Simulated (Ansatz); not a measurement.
Mg6NbSi:

```
CELL_PARAMETERS angstrom
4.81729 0.00000 0.00000
0.00000 3.12547 5.30688
0.00000 -3.12547 5.30688
ATOMIC_POSITIONS crystal
Nb 0.50000 0.67926 0.67926
Si 0.00000 0.80804 0.80804
Mg 0.50000 0.16781 0.16781
Mg 0.50000 0.67222 0.16630
Mg 0.50000 0.16630 0.67222
Mg 0.00000 0.33375 0.33375
Mg 0.00000 0.83195 0.34068
Mg 0.00000 0.34068 0.83195
```

The cell comes from a database or a generator and needn't be the stable form of this composition.

- Program: Ansatz 0.2.0
- Task: single point
- Functional: PBE
- Potentials or basis: Ansatz PAW
- Cutoff: 420 eV (not typed: the program's choice for these potentials)
- k mesh: 6 × 5 × 5
- Occupations: fermi-dirac, width 0.05 eV
- Spin: no spin polarisation

On this cell: pressure 0.1 GPa; largest force 0.082 eV/Å; band gap on the k mesh none (metal or under the smearing width).

The same run follows on a disturbed copy (atoms moved at random, drawn with an rms of 0.05 Å):

```xyz
8
Lattice="4.8173 0.0000 0.0000 0.0000 3.1255 5.3069 0.0000 -3.1255 5.3069" Properties=species:S:1:pos:R:3 pbc="T T T"
Nb    2.3972    0.0042    7.1931
Si   -0.0305    0.0079    8.6014
Mg    2.3788    0.0614    1.7691
Mg    2.3914    1.5590    4.4698
Mg    2.4616   -1.5968    4.4337
Mg   -0.0043    0.0345    3.5671
Mg   -0.0389    1.5310    6.2785
Mg   -0.0276   -1.5286    6.2268
```

Task: What does the disturbed cell give?

Result: The energy (extrapolated to zero smearing) moves by +3.6 meV/atom; pressure 0.1 GPa; largest force 0.260 eV/Å; band gap on the k mesh none (metal or under the smearing width).

Forces in eV/Å, atoms in the order of the input:
```
Nb  -0.116 -0.030  0.179
Si   0.064 -0.032 -0.119
Mg   0.025 -0.222  0.087
Mg  -0.027  0.113  0.015
Mg  -0.250  0.071 -0.009
Mg   0.043 -0.023 -0.012
Mg   0.100  0.088 -0.104
Mg   0.161  0.035 -0.037
```

Stress tensor (GPa, compression positive):
```
 0.16  0.25  0.14
 0.25  0.14 -0.02
 0.14 -0.02  0.04
```
